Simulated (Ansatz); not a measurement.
# Cr (Chromium): the cost of one run

Method: DFT PBE, scalar-relativistic, plane waves, PAW, in Ansatz 0.2.0.

That is the level of the relaxation; later steps name their own.

2 further runs of the same task are left out: 2 set aside as unsound or not needed.

### Step 1. Starting point

The structure is cubic, space group Im-3m (No. 229). The conventional cell has a = 2.848 Å, b = 2.848 Å, c = 2.848 Å, α = 90.00°, β = 90.00°, γ = 90.00°. Around Cr (site symmetry m-3m) lie 8 Cr at 2.47 Å.

Coordinates:

```cif
data_structure
_symmetry_space_group_name_H-M 'P 1'
_symmetry_Int_Tables_number 1
_cell_length_a 2.4663
_cell_length_b 2.4663
_cell_length_c 2.4663
_cell_angle_alpha 109.471
_cell_angle_beta 109.471
_cell_angle_gamma 109.471
_cell_volume 11.55
loop_
_atom_site_label
_atom_site_type_symbol
_atom_site_fract_x
_atom_site_fract_y
_atom_site_fract_z
_atom_site_occupancy
Cr1 Cr 0.00000 0.00000 0.00000 1
```

This cell was relaxed beforehand with the same method: volume 11.55 Å³/atom, gap on the mesh none (metal).

### Step 2. Levels with PBE

Input file input.yaml:

```yaml
crystal:
  lattice:
    - [-1.4239150041, 1.4239150041, 1.4239150041]
    - [1.4239150041, -1.4239150041, 1.4239150041]
    - [1.4239150041, 1.4239150041, -1.4239150041]
  atoms:
    - { symbol: Cr, position: [0.0, 0.0, 0.0] }
basis:
  ecutwfc: 420
kpoints:
  mp_grid: { grid: [20, 20, 20] }
  band_path:
    path:
      - [0.0, 0.0, 0.0]
      - [0.5, -0.5, 0.5]
      - [0.0, 0.0, 0.5]
      - [0.25, 0.25, 0.25]
    npoints: 1
hamiltonian:
  xc: pbe
scf:
  occupations: { method: gaussian, width: 0.1 }
  n_extra_bands: 4
output:
  forces: true
  stress: true
  eigenvalues: true
```

Command:

```
ansatz run input.yaml --threads 1 --pin off --max-ram 2560MiB --backend cpu --events-out ev --progress --plain --runs-dir out
```

Q: Estimate wall time and peak memory on 1 thread of Arm Neoverse N1, shared host.

About 4.5 s, with a peak of 0.3 GiB.
